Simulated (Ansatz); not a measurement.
# SmNbS3: the cost of one run

Computed with Ansatz 0.2.0 (DFT PBE, scalar-relativistic, plane waves, PAW; 4f electrons in the core of a trivalent norm-conserving potential, unless a step's input says otherwise).

2 further runs of the same task are left out: 1 that didn't finish, 1 set aside as unsound or not needed.

### Step 1. The starting structure

The structure is cubic, space group Pm-3m (No. 221). The conventional cell has a = 4.948 Å, b = 4.948 Å, c = 4.948 Å, α = 90.00°, β = 90.00°, γ = 90.00°. Sm (site symmetry m-3m) is surrounded by 6 S at 2.47 Å. Nb (site symmetry m-3m) has 12 S at 3.50 Å in its first shell of neighbours. S (site symmetry 4/mmm) is surrounded by 2 Sm at 2.47 Å and 4 Nb at 3.50 Å.

Coordinates:

```cif
data_structure
_symmetry_space_group_name_H-M 'Pm-3m'
_symmetry_Int_Tables_number 221
_cell_length_a 4.9484
_cell_length_b 4.9484
_cell_length_c 4.9484
_cell_angle_alpha 90.000
_cell_angle_beta 90.000
_cell_angle_gamma 90.000
_cell_volume 121.17
loop_
_atom_site_label
_atom_site_type_symbol
_atom_site_symmetry_multiplicity
_atom_site_Wyckoff_symbol
_atom_site_fract_x
_atom_site_fract_y
_atom_site_fract_z
_atom_site_occupancy
Sm1 Sm 1 b 0.50000 0.50000 0.50000 1
Nb1 Nb 1 a 0.00000 0.00000 0.00000 1
S1 S 3 c 0.00000 0.50000 0.50000 1
```

The cell is invented: species swapped into a database cell of Ca3GeN (Pm-3m, No. 221), with S on the Ca sites, Nb on the Ge sites and Sm on the N sites. The dimensions are guesses.

### Step 2. A first look at the guess

Input file input.yaml:

```yaml
crystal:
  lattice:
    - [4.94840679, 0.0, 0.0]
    - [0.0, 4.94840679, 0.0]
    - [0.0, 0.0, 4.94840679]
  atoms:
    - { symbol: Sm, position: [0.5, 0.5, 0.5] }
    - { symbol: Nb, position: [0.0, 0.0, 0.0] }
    - { symbol: S, position: [0.0, 0.5, 0.5] }
    - { symbol: S, position: [0.5, 0.0, 0.5] }
    - { symbol: S, position: [0.5, 0.5, 0.0] }
basis:
  ecutwfc: 690
kpoints:
  mp_grid: { grid: [4, 4, 4] }
hamiltonian:
  xc: pbe
  pseudopotentials:
    kind: paw
    azcp: { Sm: "pseudopotentials/pbe/nc/lanthanide_3plus/Sm.nc.azcp" }
scf:
  occupations: { method: gaussian, width: 0.1 }
  lower_state_search: "off"
output:
  forces: true
  stress: true
  eigenvalues: true
```

Command:

```bash
ansatz run input.yaml --threads 1 --pin off --max-ram 2560MiB --backend cpu --events-out ev --progress --plain --runs-dir out
```

What time and memory should one allow on 1 thread of Intel Xeon at 2.70GHz, shared host?

About 6.9 s, with a peak of 0.46 GiB.
